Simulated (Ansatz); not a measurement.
**InSb4: what a guessed cell relaxes into**

Where does this trial cell of InSb4 go when cell and atoms are let free?

Program: Ansatz 0.2.0. Level of theory: DFT PBE, scalar-relativistic, plane waves, PAW. These are calculated values, not measurements.

2 further runs of the same task are left out: 1 that didn't finish, 1 set aside as unsound or not needed.

### Step 1. The system as given

Symmetry: Im-3m, No. 229, cubic system. Conventional cell: a = 6.926 Å, b = 6.926 Å, c = 6.926 Å, α = 90.00°, β = 90.00°, γ = 90.00°. Around In (site symmetry m-3m) lie 8 Sb at 3.00 Å. Sb (site symmetry -3m) is surrounded by 2 In at 3.00 Å.

As a file:

```xyz
5
Lattice="-3.4631 3.4631 3.4631 3.4631 -3.4631 3.4631 3.4631 3.4631 -3.4631" Properties=species:S:1:pos:R:3 pbc="T T T"
In    0.0000    0.0000    0.0000
Sb    1.7316    1.7316    1.7316
Sb    1.7316    1.7316   -1.7316
Sb    1.7316   -1.7316    1.7316
Sb   -1.7316    1.7316    1.7316
```

The cell is invented: random cell by space group and Wyckoff sites (Im-3m, No. 229). Lengths come from tabulated atomic sizes and are only a guess.

### Step 2. The guess as it stands, on a coarse mesh

Input file input.yaml:

```yaml
crystal:
  lattice:
    - [-3.46311251, 3.46311251, 3.46311251]
    - [3.46311251, -3.46311251, 3.46311251]
    - [3.46311251, 3.46311251, -3.46311251]
  atoms:
    - { symbol: In, position: [0.0, 0.0, 0.0] }
    - { symbol: Sb, position: [0.5, 0.5, 0.5] }
    - { symbol: Sb, position: [0.0, 0.0, 0.5] }
    - { symbol: Sb, position: [0.0, 0.5, 0.0] }
    - { symbol: Sb, position: [0.5, 0.0, 0.0] }
basis:
  ecutwfc: 420
kpoints:
  mp_grid: { grid: [4, 4, 4] }
hamiltonian:
  xc: pbe
scf:
  occupations: { method: gaussian, width: 0.1 }
  lower_state_search: "off"
output:
  forces: true
  stress: true
  eigenvalues: true
```

Launch:

```bash
> ansatz run input.yaml --threads 1 --pin off --max-ram 2048MiB --backend cpu --events-out ev --progress --plain --runs-dir out
```

Log, shortened:

```text
Warning: RAYON_NUM_THREADS=1 ignored (pool sized by the plan → 1); use --threads N
[...]
Pseudopotentials: kind: paw
Pseudopotential: In, paw, valence charge 13, recommended cutoff 420 eV (normal), In.paw.azcp
Pseudopotential: Sb, paw, valence charge 15, recommended cutoff 420 eV (normal), Sb.paw.azcp
Functional definition: PBE
[...]
Crystal: 5 atoms, lattice volume = 166.134 Å³
Basis set: ecut = 420 eV, 3151 PW (Γ), exchange–correlation on 90×90×90 points (8 copies of the dense FFT grid, shifted against one another)
Bands: 44, of which v1, the nominal top of the filled ones, is band 37 counted from 1 (36 counted from 0)
Symmetry: 48 space group operations
Space group: Im-3m (ITA 229), of the structure as read, at distance tolerance 5.5e-5 Å
k-points: 8 of 64
[...]
SCF iter   1: F=—  HF=-31534.133964 eV  |F-HF|=—  |Δ(HF+E_count)|=         —  Δρ=2.55e-3  dr2=1.85e-2  ethr=1.77e-3  ⟨swp⟩=7.5  Hψ=1390  notcnv=0
[...]
SCF iter   6: F=-31534.125350 eV  HF=-31534.125350 eV  |F-HF|=1.61e-8  |Δ(HF+E_count)|=   3.17e-7  Δρ=2.59e-6  dr2=6.42e-9  ethr=1.37e-10  ⟨swp⟩=9.1  Hψ=1444  notcnv=0
[...]
SCF converged after 6 iterations
Free energy (F): -31534.125350 eV
[...]
E sigma→0 (E₀):  -31534.120089 eV
Entropy (-TS):   -0.010521 eV (-2.104 meV/atom)
Fermi energy:    8.172348 eV
[...]
--- Forces (eV/Å), atoms counted from 1 ---
  atom   1  In    -0.00000000     0.00000000     0.00000000
  atom   2  Sb     0.00000000    -0.00000000     0.00000000
  atom   3  Sb     0.00000000     0.00000000    -0.00000000
  atom   4  Sb     0.00000000     0.00000000     0.00000000
  atom   5  Sb     0.00000000    -0.00000000    -0.00000000
[...]
--- Stress (GPa, compression-positive) ---
       -0.408070       0.000000      -0.000000
        0.000000      -0.408070      -0.000000
       -0.000000      -0.000000      -0.408070
  P = ⅓ Tr σ = -0.4081 GPa (-4.081 kbar)
--- Band table (eV; the first three rows and the last of 8) ---
[...]
```

Run time: 3.1 s. Hardware: 1 thread of AMD EPYC 7B13 (Zen 3), shared host; peak memory 0.49 GiB.

Read-out: pressure -0.4 GPa, largest force 0.00 eV/Å, gap on this mesh none (metal). A guess like this is first relaxed loosely on the coarse mesh.

### Step 3. Coarse relaxation

input.yaml: that of step 2 with these lines changed.

```diff
@@ -24 +24,6 @@
   eigenvalues: true
+relax:
+  adjacent_minimum: "off"
+  f_tol: 0.04
+  max_steps: 70
+  cell: { stress_tol: 0.4 }
```

Launch:

```bash
> ansatz run input.yaml --threads 1 --pin off --max-ram 2048MiB --backend cpu --events-out ev --progress --plain --runs-dir out
```

Log, shortened:

```text
Warning: RAYON_NUM_THREADS=1 ignored (pool sized by the plan → 1); use --threads N
[...]
[... 4 set-up lines as earlier in the session ...]
[...]
Crystal: 5 atoms, lattice volume = 166.134 Å³
Basis set: ecut = 420 eV, 3151 PW (Γ), exchange–correlation on 90×90×90 points (8 copies of the dense FFT grid, shifted against one another)
Bands: 44, of which v1, the nominal top of the filled ones, is band 37 counted from 1 (36 counted from 0)
[... 2 set-up lines as earlier in the session ...]
k-points: 8 of 64
[...]
SCF iter   1: F=—  HF=-31534.133964 eV  |F-HF|=—  |Δ(HF+E_count)|=         —  Δρ=2.55e-3  dr2=1.85e-2  ethr=1.77e-3  ⟨swp⟩=7.5  Hψ=1390  notcnv=0
[...]
        0.149957       0.000000      -0.000000
        0.000000       0.149957       0.000000
        0.000000       0.000000       0.149957
  P = ⅓ Tr σ = 0.1500 GPa (1.500 kbar)
--- Band table (eV; the first three rows and the last of 8) ---
[...]
--- Relaxed structure (2 steps of the walk, 2 accepted, 1 SCFs on fresh bases) ---
  F+E_penalty+E_count = -31534.12697930 eV   max|allowed force component| = 1.446e-28 eV/Å   (the final SCF, on the basis selected at the relaxed cell)
  cell:  # Å, volume = 164.0961 Å³
    - [-3.4488906878379177, 3.4488906878379177, 3.4488906878379177]
    - [3.4488906878379177, -3.4488906878379177, 3.4488906878379177]
    - [3.4488906878379177, 3.4488906878379177, -3.4488906878379177]
  atoms:
    - { symbol: In, position: [-5.756782123704665e-37, 2.261075746071423e-36, 1.5260903554349156e-36] }
    - { symbol: Sb, position: [0.49999999999999994, 0.49999999999999994, 0.49999999999999994] }
    - { symbol: Sb, position: [0.0, 0.0, 0.49999999999999994] }
    - { symbol: Sb, position: [0.0, 0.49999999999999994, 0.0] }
    - { symbol: Sb, position: [0.49999999999999994, 0.0, 0.0] }
```

Wall time 7.9 s (1 thread of AMD EPYC 7B13 (Zen 3), shared host); peak memory 0.51 GiB.

Relaxation path:

```
step  E - E(step 1) (eV/cell)  largest force component (eV/Å)  pressure (GPa)  volume (Å³)
   1                   0.0000                          0.0000           -0.41       166.13
   2                  -0.0021                          0.0000            0.15       164.10
   3                  -0.0016                          0.0000            0.15       164.10
```

Step 1 is the start. Step 3 repeats the geometry before it on a plane-wave basis chosen anew for that cell, so its energy need not be comparable with the rows above.

Lengths and angles in the start's conventional setting:

|  | before | after | change |
| --- | --- | --- | --- |
| a (Å) | 6.926 | 6.898 | -0.4 % |
| b (Å) | 6.926 | 6.898 | -0.4 % |
| c (Å) | 6.926 | 6.898 | -0.4 % |
| volume (Å³/atom) | 33.23 | 32.82 | -1.2 % |
| shortest distance (Å) | 2.999 | 2.987 | -0.4 % |
| space group (0.01 Å) | Im-3m | Im-3m | same |

The run keeps the 48 symmetry operations of the start, so it could not have lowered the symmetry.

### Step 4. Relaxation on the finer mesh

The end of the coarse run is made exact in the group found at a tolerance of 0.06 Å and reduced to its primitive cell.

Input file input.yaml:

```yaml
crystal:
  lattice:
    - [-3.4488906878, 3.4488906878, 3.4488906878]
    - [3.4488906878, -3.4488906878, 3.4488906878]
    - [3.4488906878, 3.4488906878, -3.4488906878]
  atoms:
    - { symbol: In, position: [0.0, 0.0, 0.0] }
    - { symbol: Sb, position: [0.5, 0.5, 0.5] }
    - { symbol: Sb, position: [0.0, 0.0, 0.5] }
    - { symbol: Sb, position: [0.0, 0.5, 0.0] }
    - { symbol: Sb, position: [0.5, 0.0, 0.0] }
basis:
  ecutwfc: 420
kpoints:
  mp_grid: { grid: [8, 8, 8] }
hamiltonian:
  xc: pbe
scf:
  occupations: { method: gaussian, width: 0.1 }
output:
  forces: true
  stress: true
  eigenvalues: true
  write_density: true
  write_potential: true
  elf: true
  volumetric_format: npy
relax:
  adjacent_minimum: "off"
  f_tol: 0.01
  max_steps: 80
  cell: { stress_tol: 0.05 }
```

Launch:

```bash
> ansatz run input.yaml --threads 1 --pin off --max-ram 2048MiB --backend cpu --events-out ev --progress --plain --runs-dir out
```

Log, shortened:

```text
Warning: RAYON_NUM_THREADS=1 ignored (pool sized by the plan → 1); use --threads N
[...]
[... 4 set-up lines as earlier in the session ...]
[...]
Crystal: 5 atoms, lattice volume = 164.096 Å³
Basis set: ecut = 420 eV, 3151 PW (Γ), exchange–correlation on 80×80×80 points (8 copies of the dense FFT grid, shifted against one another)
Bands: 44, of which v1, the nominal top of the filled ones, is band 37 counted from 1 (36 counted from 0)
[... 2 set-up lines as earlier in the session ...]
k-points: 29 of 512
[...]
SCF iter   1: F=—  HF=-31534.067653 eV  |F-HF|=—  |Δ(HF+E_count)|=         —  Δρ=1.27e-3  dr2=3.05e-3  ethr=1.77e-3  ⟨swp⟩=8.8  Hψ=5288  notcnv=0
[...]
       -0.026100       0.000000       0.000000
        0.000000      -0.026100      -0.000000
        0.000000      -0.000000      -0.026100
  P = ⅓ Tr σ = -0.0261 GPa (-0.261 kbar)
--- Band table (eV; the first three rows and the last of 29) ---
[...]
--- Relaxed structure (2 steps of the walk, 2 accepted, 1 SCFs on fresh bases) ---
  F+E_penalty+E_count = -31534.06408538 eV   max|allowed force component| = 1.302e-28 eV/Å   (the final SCF, on the basis selected at the relaxed cell)
  cell:  # Å, volume = 164.4590 Å³
    - [-3.4514310021926127, 3.4514310021926127, 3.4514310021926127]
    - [3.4514310021926127, -3.4514310021926127, 3.4514310021926127]
    - [3.4514310021926127, 3.4514310021926127, -3.4514310021926127]
  atoms:
    - { symbol: In, position: [1.2196322468560503e-37, -5.360708985806322e-37, -4.253590741555235e-37] }
    - { symbol: Sb, position: [0.49999999999999994, 0.49999999999999994, 0.49999999999999994] }
    - { symbol: Sb, position: [0.0, 0.0, 0.49999999999999994] }
    - { symbol: Sb, position: [0.0, 0.49999999999999994, 0.0] }
    - { symbol: Sb, position: [0.49999999999999994, 0.0, 0.0] }
```

Wall time 28 s (1 thread of AMD EPYC 7B13 (Zen 3), shared host); peak memory 0.56 GiB.

Step by step:

| step | E - E(step 1) (eV/cell) | largest force component (eV/Å) | pressure (GPa) | volume (Å³) |
| --- | --- | --- | --- | --- |
| 1 | 0.0000 | 0.0000 | 0.07 | 164.10 |
| 2 | 0.0000 | 0.0000 | -0.03 | 164.46 |
| 3 | -0.0001 | 0.0000 | -0.03 | 164.46 |

Step 1 is the start. Step 3 repeats the geometry before it on a plane-wave basis chosen anew for that cell, so its energy need not be comparable with the rows above.

Lengths and angles in the start's conventional setting:

|  | before | after | change |
| --- | --- | --- | --- |
| a (Å) | 6.898 | 6.903 | +0.1 % |
| b (Å) | 6.898 | 6.903 | +0.1 % |
| c (Å) | 6.898 | 6.903 | +0.1 % |
| volume (Å³/atom) | 32.82 | 32.89 | +0.2 % |
| shortest distance (Å) | 2.987 | 2.989 | +0.1 % |
| space group (0.01 Å) | Im-3m | Im-3m | same |

Forces and stress were held to the start's 48 operations: a distortion of lower symmetry was not tested.

Axes a, b and c in the maps are those of this run's conventional cell (a, b, c = 6.903, 6.903, 6.903 Å).

Density in a lattice plane of the grid's cell (edges 6.90 and 6.90 Å, at 0.250 of the third edge), which holds Sb.

Ten even steps from '0' (0.03 e/Å³) to '9' (19.14 e/Å³):
```
000000000000000000000000
000000000000000000000000
000000000000000000000000
000013531000000013531000
000016961000000016961000
000013531000000013531000
000000000000000000000000
000000000000000000000000
000000000000000000000000
000000000000000000000000
000000000000000000000000
000000000000000000000000
000000000000000000000000
000013531000000013531000
000016961000000016961000
000013531000000013531000
000000000000000000000000
000000000000000000000000
000000000000000000000000
000000000000000000000000
```
Columns run along the first of these edges and rows up along the second, over one cell in 24 and 20 even steps from the bottom left corner. Atoms in the plane (fractional): Sb at (0.25, 0.25), Sb at (0.25, 0.75), Sb at (0.75, 0.75), Sb at (0.75, 0.25).

ELF in the same plane.

Ten even steps from ' ' (0.00) to '@' (0.52):
```
::--==**##%%@@@@@@##++::..::++##@@@@@@%%##**==--
--==**%%%%####%%@@@@%%++--++%%@@@@%%####%%%%**==
++**%%##**++==++##%%@@##++##@@%%##++==++**##%%**
**%%%%##==      ==##@@%%##%%@@##==      ==##%%%%
##%%%%**::      ::**%%%%##%%%%**::      ::**%%%%
##%%@@##==      ==##%%%%**%%%%##==      ==##@@%%
++##@@%%##++==++**##%%**++**%%##**++==++##%%@@##
--++%%@@@@%%####%%%%**==--==**%%%%####%%@@@@%%++
..::++##@@@@@@%%##**==--::--==**##%%@@@@@@##++::
....--==**####**++==--::::::--==++**####**==--..
..::++##@@@@@@%%##**==--::--==**##%%@@@@@@##++::
--++%%@@@@%%####%%%%**==--==**%%%%####%%@@@@%%++
++##@@%%##++==++**##%%**++**%%##**++==++##%%@@##
##%%@@##==      ==##%%%%**%%%%##==      ==##@@%%
##%%%%**::      ::**%%%%##%%%%**::      ::**%%%%
**%%%%##==      ==##@@%%##%%@@##==      ==##%%%%
++**%%##**++==++##%%@@##++##@@%%##++==++**##%%**
--==**%%%%####%%@@@@%%++--++%%@@@@%%####%%%%**==
::--==**##%%@@@@@@##++::..::++##@@@@@@%%##**==--
::::--==++**####**==--......--==**####**++==--::
```
Columns run along the first of these edges and rows up along the second, over one cell in 24 and 20 even steps from the bottom left corner. Atoms in the plane (fractional): Sb at (0.25, 0.25), Sb at (0.25, 0.75), Sb at (0.75, 0.75), Sb at (0.75, 0.25).

Both are smooth fields of the valence electrons: close to the nuclei they are not physical.

Outside the cores ELF peaks at 0.54 beside Sb, off the lines to its neighbours, 1.4 Å from Sb.

### Step 5. Summary of results

```
                              quantity                                                                      value
symmetry at the end (tolerance 0.05 Å)                                                space group Im-3m (No. 229)
                     conventional cell  a = 6.903 Å, b = 6.903 Å, c = 6.903 Å, α = 90.00°, β = 90.00°, γ = 90.00°
                                volume                                                              32.89 Å³/atom
              energy over the elements                                                              +0.35 eV/atom
                       gap on the mesh                                                               none (metal)
```

The space group Im-3m (No. 229) is kept, and the volume per atom shrinks by 1.0 % from the first guess. The formation energy is positive, so the separate elements lie lower. No finished test with a distortion of lower symmetry is shown, so the end may be a saddle point. Spin-orbit coupling is left out for Sb.
